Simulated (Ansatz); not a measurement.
# Cl3FH3NZr: the cost of one run

All numbers below are computed with Ansatz 0.2.0 (RKS BLYP/def2-SVP).

## (1) The starting structure

Bond lengths: Zr1–F2 2.330 Å, Zr1–Cl3 2.520 Å, Zr1–Cl4 2.518 Å, Zr1–Cl5 2.518 Å, Zr1–N6 2.510 Å, N6–H7 1.060 Å, N6–H8 1.060 Å, Zr1–H9 2.408 Å. Angles (14 of 18 angles, heavy atoms first): F2–Zr1–Cl3 109.5°, F2–Zr1–Cl4 109.5°, F2–Zr1–Cl5 109.5°, F2–Zr1–N6 71.6°, Cl3–Zr1–Cl4 109.5°, Cl3–Zr1–Cl5 109.5°, Cl3–Zr1–N6 178.9°, Cl4–Zr1–Cl5 109.5°, Cl4–Zr1–N6 70.0°, Cl5–Zr1–N6 70.0°, F2–Zr1–H9 34.4°, Cl3–Zr1–H9 143.9°, Cl4–Zr1–H9 90.5°, Cl5–Zr1–H9 90.5°.

As a file:

```xyz
9

Zr    0.0000    0.0000    0.0000
F     0.0000    0.0000    2.3300
Cl    2.3764    0.0000   -0.8392
Cl   -1.1869    2.0563   -0.8392
Cl   -1.1869   -2.0563   -0.8392
N    -2.3820    0.0000    0.7915
H    -3.1020   -0.6071    0.3052
H    -2.6678    0.6071    1.6120
H    -1.3611    0.0000    1.9863
```

## (2) Pulling towards end A

Springs on the bonds that form and break draw the guess towards this end; the thresholds are loose.

Contents of input.yaml:

```yaml
crystal:
  periodic: [false, false, false]
  atoms:
    - { symbol: Zr, position_ang: [0.0, 0.0, 0.0] }
    - { symbol: F, position_ang: [0.0, 0.0, 2.33] }
    - { symbol: Cl, position_ang: [2.3764, 0.0, -0.8392] }
    - { symbol: Cl, position_ang: [-1.1869, 2.0563, -0.8392] }
    - { symbol: Cl, position_ang: [-1.1869, -2.0563, -0.8392] }
    - { symbol: "N", position_ang: [-2.382, 0.0, 0.7915] }
    - { symbol: H, position_ang: [-3.102, -0.6071, 0.3052] }
    - { symbol: H, position_ang: [-2.6678, 0.6071, 1.612] }
    - { symbol: H, position_ang: [-1.3611, 0.0, 1.9863] }
basis:
  gaussian: { orbitals: def2-SVP }
hamiltonian:
  xc: blyp
relax:
  f_tol: 0.15
  max_steps: 25
  restrain:
    - { distance: [0, 5], at: 3.41, k: 30.0 }
    - { distance: [8, 1], at: 2.12, k: 30.0 }
    - { distance: [0, 1], at: 1.98, k: 30.0 }
    - { distance: [8, 5], at: 1.06, k: 30.0 }
```

The run is started by

```sh
ansatz run input.yaml --threads 4 --pin off --max-ram 5120MiB --backend cpu --events-out ev --progress --plain --runs-dir out
```

Q: Estimate wall time and peak memory on 4 threads of Arm Neoverse V2, shared host.

About 20 s, with a peak of 0.2 GiB.
